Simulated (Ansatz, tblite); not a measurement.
# (F)3Sn-S-SiH3 (F₃H₃SSiSn): one state, many levels

Aim: run the singlet of (F)3Sn-S-SiH3 (F₃H₃SSiSn) at one geometry on many levels, and compare frontier levels, spin and run time.

Program: Ansatz 0.2.0, Gaussian basis. Level of theory: as each input shows. These are calculated values, not measurements.

Plan: GFN1-xTB, GFN2-xTB, PBE-D4/def2-TZVP, r2SCAN-D4/def2-TZVP, B2PLYP/def2-TZVP, B3LYP-D4/def2-TZVP, BLYP-D4/def2-TZVP, PBE-D4/def2-SVP, PBE0-D4/def2-SVP, CCSD(T)/def2-SVP, MP2/def2-TZVP, RPA/def2-TZVP.

3 further runs of the same task are left out: 3 set aside as unsound or not needed.

## (1) The geometry

The geometry is that of the singlet, from an earlier relaxation (PBE-D4/def2-SVP).

9 atoms, charge 0, spin multiplicity 1.

Bond lengths: Sn1–F2 1.951 Å, Sn1–F3 1.939 Å, Sn1–F4 1.939 Å, Sn1–S5 2.392 Å, S5–Si6 2.203 Å, Si6–H7 1.497 Å, Si6–H8 1.497 Å, Si6–H9 1.500 Å. Angles: F2–Sn1–F3 107.0°, F2–Sn1–F4 106.6°, F2–Sn1–S5 105.8°, F3–Sn1–F4 104.4°, F3–Sn1–S5 116.1°, F4–Sn1–S5 116.2°, Sn1–S5–Si6 96.9°, S5–Si6–H7 111.3°, S5–Si6–H8 111.1°, S5–Si6–H9 100.9°, H7–Si6–H8 111.7°, H7–Si6–H9 110.7°, H8–Si6–H9 110.7°.

Geometry (Å):

```mol
F3H3SSiSn
  3D, bonds by distance, orders not assigned

  9  8  0  0  0  0  0  0  0  0999 V2000
    1.5046   -0.1497    0.7446 Sn  0  0
    1.1549   -1.3120   -0.7822 F   0  0
    3.1634    0.7844    0.3789 F   0  0
    1.9239   -1.3102    2.2401 F   0  0
   -0.4435    1.2172    0.9841 S   0  0
   -1.6091    0.3058   -0.6483 Si  0  0
   -0.9510    0.5260   -1.9744 H   0  0
   -1.8563   -1.1477   -0.3888 H   0  0
   -2.8869    1.0861   -0.5540 H   0  0
  1  2  8  0
  1  3  8  0
  1  4  8  0
  1  5  8  0
  5  6  8  0
  6  7  8  0
  6  8  8  0
  6  9  8  0
M  END
```

Sn takes a core potential in the def2 sets. No spin-orbit coupling is included.

PBE0-D4/def2-TZVP was run before; its log isn't repeated, and its numbers join the tables.

## (2) GFN1-xTB

Tight binding, by tblite at 300 K electronic temperature and without a spin-polarisation term:

```python
tblite.interface.Calculator('GFN1-xTB', numbers, positions, charge=0, uhf=0).singlepoint()
```

Energy -685.4312 eV, HOMO -13.11 eV, LUMO -10.85 eV; 0.007 s.

## (3) GFN2-xTB

Tight binding, by tblite at 300 K electronic temperature and without a spin-polarisation term:

```python
tblite.interface.Calculator('GFN2-xTB', numbers, positions, charge=0, uhf=0).singlepoint()
```

Energy -623.8707 eV, HOMO -11.75 eV, LUMO -10.07 eV; 0.008 s.

## (4) PBE-D4/def2-TZVP

start.molden holds the orbitals of an earlier run on this state, given as this run's starting guess.

Input file in.yaml:

```yaml
crystal:
  periodic: [false, false, false]
  atoms:
    - {symbol: Sn, position_ang: [1.504550, -0.149690, 0.744603]}
    - {symbol: F, position_ang: [1.154942, -1.312014, -0.782249]}
    - {symbol: F, position_ang: [3.163432, 0.784439, 0.378893]}
    - {symbol: F, position_ang: [1.923861, -1.310163, 2.240126]}
    - {symbol: S, position_ang: [-0.443468, 1.217238, 0.984064]}
    - {symbol: Si, position_ang: [-1.609110, 0.305768, -0.648273]}
    - {symbol: H, position_ang: [-0.951021, 0.525975, -1.974422]}
    - {symbol: H, position_ang: [-1.856285, -1.147671, -0.388764]}
    - {symbol: H, position_ang: [-2.886891, 1.086118, -0.553986]}
basis:
  gaussian: {orbitals: def2-TZVP, initial_orbitals: start.molden}
hamiltonian: {xc: pbe, dispersion: d4}
scf: {omitted_lower_state_checks: [starts]}
output: {orbitals: {seedname: orbitals}}
```

Launch:

```sh
$ ansatz run in.yaml --threads 2 --pin off --events-out ev --progress --plain --max-ram 32768MiB --backend cpu
```

Further steps of the session: r2SCAN-D4/def2-TZVP; B2PLYP/def2-TZVP; B3LYP-D4/def2-TZVP; BLYP-D4/def2-TZVP; PBE-D4/def2-SVP; PBE0-D4/def2-SVP; CCSD(T)/def2-SVP; MP2/def2-TZVP; RPA/def2-TZVP.

Before running them: what should the planned runs give, taken together? Wanted: gap in def2-TZVP, named functionals, smallest and largest; correlation energy, CCSD(T)/def2-SVP; correlation energy, MP2/def2-TZVP; binding an atom, CCSD(T)/def2-SVP; PBE0 total energy, smallest basis above largest.

The runs gave:

```
                                                 quantity                                 value
gap in def2-TZVP, named functionals, smallest and largest  2.99 eV (BLYP-D4), 5.27 eV (PBE0-D4)
                     correlation energy, CCSD(T)/def2-SVP                             -26.06 eV
                        correlation energy, MP2/def2-TZVP                             -36.89 eV
                        binding an atom, CCSD(T)/def2-SVP                              2.999 eV
          PBE0 total energy, smallest basis above largest        17.45 eV (def2-SVP, def2-TZVP)
```

**Reading.** Orbital gaps of the named functionals in def2-TZVP span 2.99 eV (BLYP-D4) to 5.27 eV (PBE0-D4); exact exchange widens it. The functionals in def2-TZVP miss CCSD(T)/def2-SVP by +0.236 (PBE0-D4) to +0.354 eV (PBE-D4) an atom. The yardstick is in a double-zeta basis, so levels in larger sets aren't compared like for like. CCSD(T)/def2-SVP isn't at the basis-set limit; small misses against it rank nothing.
